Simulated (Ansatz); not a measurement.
**SiGeH (doublet): the correlation ladder, cc-pVTZ**

An exercise on one series of results from a longer session: the logs are not shown, and one member is left open.

Method: cc-pVTZ, core rule «outside noble gas», up to 19 orbitals frozen; program: Ansatz 0.2.0, Gaussian basis.

The runs, in order: UHF; CCSD(T) on ROHF; CCSD(T) on UHF; BCCD(T) on ROHF; CCSDT(Q) on ROHF; CCSDT(Q) on UHF; CASSCF and MRCISD+Q, 9 electrons in 9 orbitals; CASSCF and NEVPT2, 9 electrons in 9 orbitals.

3 further runs of the same task are left out: 3 set aside as unsound or not needed.

### The geometry

The geometry is a PBE0/def2-TZVP stationary point (not a proven minimum) of the parent state, kept for this charge and spin. No spin-orbit coupling is included. The filled d shell of Ge may be among the frozen orbitals whatever the setting's name suggests; the logs give the count.

3 atoms, charge 0, spin multiplicity 2.

Atoms are counted from 1 here; the program's logs count them from 0.

Bond lengths: Si1–Ge2 2.394 Å, Ge2–H3 1.592 Å. Angles: Si1–Ge2–H3 106.5°.

Set-up of the first run:

The input, in.yaml:

```yaml
crystal:
  periodic: [false, false, false]
  atoms:
    - {symbol: Si, position_ang: [0.000000, 0.040626, 1.737197]}
    - {symbol: Ge, position_ang: [0.000000, -0.036181, -0.655626]}
    - {symbol: H, position_ang: [0.000000, 1.475453, -1.156210]}
basis:
  gaussian: {orbitals: cc-pVTZ}
magnetization: {spin_polarized: true, initial_magnetization: 1}
hamiltonian: {xc: hf}
output: {orbitals: {seedname: orbitals}}
```

Run with:

```bash
$ ansatz run in.yaml --threads 1 --pin off --events-out ev --progress --plain --max-ram 4096MiB --backend cpu
```

Steps of the session up to this table: UHF; CCSD(T) on ROHF; CCSD(T) on UHF; BCCD(T) on ROHF; CCSDT(Q) on ROHF; CCSDT(Q) on UHF; CASSCF and MRCISD+Q, 9 electrons in 9 orbitals; CASSCF and NEVPT2, 9 electrons in 9 orbitals.

One table of the session follows, with a row left open; its other results are not shown here.

| method | from RCCSDT(Q) (meV) |
| --- | --- |
| ROHF | +6189.4 |
| RMP2 | +1411.1 |
| UMP2 | +1594.9 |
| RCCSD | +417.3 |
| UCCSD | ? |
| RCCSD(T) | +95.5 |
| UCCSD(T) | +107.7 |
| BCCD(T) | +93.6 |
| RCCSDT | +30.3 |
| UCCSDT | +34.0 |
| RCCSDT(Q) | 0 |
| UCCSDT(Q) | -5.9 |
| CASSCF valence | +4214.4 |
| NEVPT2 valence | +1051.1 |
| MRCISD valence | +406.1 |
| MRCISD+Q valence | +52.0 |

Estimate the missing values for UCCSD.

The run gave: from RCCSDT(Q) (meV): +439.7. In the column «from RCCSDT(Q) (meV)» it lies between RCCSD (+417.3) and NEVPT2 valence (+1051.1).

Caveats from the session: The determinant is far from a pure spin state, so its energy mixes those of several spin states (harmless only where they are near-degenerate, as at dissociation). Left out of the table: UHF (another determinant or state than the rows shown). Warnings: spin contamination; coupled cluster took another determinant than the lowest; large T1 diagnostic. Restricted and unrestricted rows rest on different reference determinants; where their highest levels disagree by more than a few hundredths of an eV, they describe different states and don't form one ladder.
